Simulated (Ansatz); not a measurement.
# YMnO3: the cost of one run

Computed with Ansatz 0.2.0 (DFT PBEsol, scalar-relativistic, plane waves, PAW, unless a step's input says otherwise).

2 further runs of the same task are left out: 2 set aside as unsound or not needed. Runs told in other sessions of the task aren't counted.

## 1. Starting point

It takes space group P6_3/mmc (No. 194, hexagonal). Conventional cell: a = 3.527 Å, b = 3.527 Å, c = 11.053 Å, α = 90.00°, β = 90.00°, γ = 120.00°. Around Y (site symmetry -3m) lie 6 O at 2.24 Å. Around Mn (site symmetry -6m2) lie 5 O at 1.83 to 2.04 Å. O (site symmetry -6m2) is surrounded by 3 Mn at 2.04 Å. Around O (site symmetry 3m) lie 1 Mn at 1.83 Å and 3 Y at 2.24 Å.

Structure file:

```xyz
10
Lattice="3.5274 0.0000 0.0000 -1.7637 3.0548 0.0000 0.0000 0.0000 11.0528" Properties=species:S:1:pos:R:3 pbc="T T T"
Y     0.0000    0.0000    0.0000
Y     0.0000    0.0000    5.5264
Mn    0.0000    2.0366    2.7632
Mn    1.7637    1.0183    8.2896
O     0.0000    0.0000    2.7632
O     0.0000    0.0000    8.2896
O     0.0000    2.0366    0.9316
O     1.7637    1.0183    6.4580
O     0.0000    2.0366    4.5948
O     1.7637    1.0183   10.1212
```

## 2. Volume x 0.97, shape and atoms relaxed

File input.yaml:

```yaml
crystal:
  lattice:
    - [3.5274253247, 0.0, 0.0]
    - [-1.7637126624, 3.0548399412, 0.0]
    - [0.0, 0.0, 11.0528040394]
  atoms:
    - { symbol: "Y", position: [0.0, 0.0, 0.0] }
    - { symbol: "Y", position: [0.0, 0.0, 0.5] }
    - { symbol: Mn, position: [0.3333333333, 0.6666666667, 0.25], spin: 3.41 }
    - { symbol: Mn, position: [0.6666666667, 0.3333333333, 0.75], spin: 3.41 }
    - { symbol: O, position: [0.0, 0.0, 0.25] }
    - { symbol: O, position: [0.0, 0.0, 0.75] }
    - { symbol: O, position: [0.3333333333, 0.6666666667, 0.0842854208] }
    - { symbol: O, position: [0.6666666667, 0.3333333333, 0.5842854208] }
    - { symbol: O, position: [0.3333333333, 0.6666666667, 0.4157145792] }
    - { symbol: O, position: [0.6666666667, 0.3333333333, 0.9157145792] }
basis:
  ecutwfc: 420
kpoints:
  mp_grid: { grid: [12, 12, 4] }
hamiltonian:
  xc: pbesol
scf:
  occupations: { method: gaussian, width: 0.1 }
output:
  forces: true
  stress: true
  eigenvalues: true
  populations: true
magnetization:
  spin_polarized: true
relax:
  adjacent_minimum: "off"
  f_tol: 0.01
  max_steps: 30
  cell: { stress_tol: 0.1, fix: [volume] }
```

Run with:

```
ansatz run input.yaml --threads 2 --pin off --max-ram 5120MiB --backend cpu --events-out ev --progress --plain --runs-dir out
```

Q: Estimate wall time and peak memory on 2 threads of Arm Neoverse V2, shared host.

About 2.9 min, with a peak of 0.82 GiB.
